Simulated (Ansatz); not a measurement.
# CH₈NPSSi: one species, many methods

An exercise on one series of results from a longer session: the logs are not shown, and one member is left open.

Computed with Ansatz 0.2.0, Gaussian basis. Level: functionals in def2-TZVPP, the program's frozen cores in correlated methods.

Plan: LDA (SPW92), PBE-D4, revPBE-D4, BLYP-D4, r2SCAN-D4, B97M-V, PBE0-D4, B3LYP-D4, r2SCANh-D4, r2SCAN0-D4, HSE06-D4, BHLYP-D4, CAM-B3LYP-D4, LC-ωPBE, ωB97X-V, ωB97M-V, B2PLYP, PBE-QIDH; CCSD(T)/def2-SVP; CCSD(T)/def2-TZVPP; MP2/def2-QZVPP; extrapolation to the limit; RPA on PBE.

## Structure used throughout

The geometry comes from an earlier relaxation with PBE0-D4 in a triple-zeta def2 set; it is a stationary point, not always the lowest conformer.

SMILES `CN[SiH](P)S`, 13 atoms, charge 0, spin multiplicity 1.

Atoms are counted from 1 here; the program's logs count them from 0.

Bond lengths: C1–N2 1.449 Å, C1–H6 1.097 Å, C1–H7 1.093 Å, C1–H8 1.093 Å, N2–Si3 1.710 Å, N2–H9 1.009 Å, Si3–P4 2.248 Å, Si3–S5 2.155 Å, Si3–H10 1.483 Å, P4–H11 1.418 Å, P4–H12 1.420 Å, S5–H13 1.344 Å. Angles: N2–C1–H6 113.2°, N2–C1–H7 109.6°, N2–C1–H8 110.8°, H6–C1–H7 107.5°, H6–C1–H8 108.3°, H7–C1–H8 107.1°, C1–N2–Si3 124.2°, C1–N2–H9 113.2°, Si3–N2–H9 116.2°, N2–Si3–P4 107.2°, N2–Si3–S5 117.7°, N2–Si3–H10 106.4°, P4–Si3–S5 105.9°, P4–Si3–H10 116.9°, S5–Si3–H10 103.2°, Si3–P4–H11 93.3°, Si3–P4–H12 94.5°, H11–P4–H12 94.6° and more.

Set-up of the first run:

Contents of in.yaml:

```yaml
crystal:
  periodic: [false, false, false]
  atoms:
    - {symbol: C, position_ang: [-1.271497, 1.011079, 0.944826]}
    - {symbol: N, position_ang: [-0.967532, 0.593483, -0.408681]}
    - {symbol: Si, position_ang: [0.484070, -0.181815, -0.872150]}
    - {symbol: P, position_ang: [0.708080, -2.005810, 0.422392]}
    - {symbol: S, position_ang: [2.321390, 0.923420, -0.658869]}
    - {symbol: H, position_ang: [-0.878806, 2.005880, 1.188463]}
    - {symbol: H, position_ang: [-0.836515, 0.302490, 1.653932]}
    - {symbol: H, position_ang: [-2.351137, 1.016867, 1.116961]}
    - {symbol: H, position_ang: [-1.410822, 1.166683, -1.110686]}
    - {symbol: H, position_ang: [0.390608, -0.405362, -2.335510]}
    - {symbol: H, position_ang: [1.771514, -2.529257, -0.355953]}
    - {symbol: H, position_ang: [-0.300306, -2.745613, -0.250098]}
    - {symbol: H, position_ang: [2.361254, 0.813256, 0.680173]}
basis:
  gaussian: {orbitals: def2-TZVPP}
hamiltonian: {xc: lda}
output: {orbitals: {seedname: orbitals}}
```

The run is started by

```sh
ansatz run in.yaml --threads 4 --pin off --events-out ev --progress --plain --max-ram 10444MiB
```

Among the steps run: LDA; PBE-D4 (GGA); revPBE-D4 (GGA); BLYP-D4 (GGA); r2SCAN-D4 (meta-GGA); B97M-V (meta-GGA); B3LYP-D4 (hybrid); r2SCANh-D4 (hybrid); r2SCAN0-D4 (hybrid); HSE06-D4 (hybrid); BHLYP-D4 (hybrid); CAM-B3LYP-D4 (range-separated); LC-ωPBE (range-separated); ωB97X-V (range-separated); ωB97M-V (range-separated); B2PLYP (double hybrid); PBE-QIDH (double hybrid).

One of the session's tables, all rows but one given; the rest of the session is left out.

It belongs to the step «Frontier levels by functional». 

```
  functional  HOMO (eV)  gap (eV)
 LDA (SPW92)      -5.77      4.81
      PBE-D4      -5.64      4.87
   revPBE-D4      -5.59      4.92
     BLYP-D4      -5.51      4.84
   r2SCAN-D4      -5.91      5.45
      B97M-V      -6.02      5.38
     PBE0-D4      -6.95      7.02
    B3LYP-D4      -6.71      6.56
  r2SCANh-D4      -6.40      6.24
  r2SCAN0-D4      -7.13      7.40
    HSE06-D4      -6.55      6.25
    BHLYP-D4      -8.14      9.06
CAM-B3LYP-D4      -8.29      9.35
     LC-ωPBE          ?         ?
     ωB97X-V      -9.30     11.38
     ωB97M-V      -9.18     10.98
```

Q: Estimate the row for LC-ωPBE from the others.

As computed: HOMO (eV): -9.65; gap (eV): 11.88. In the column «HOMO (eV)» it is the lowest.
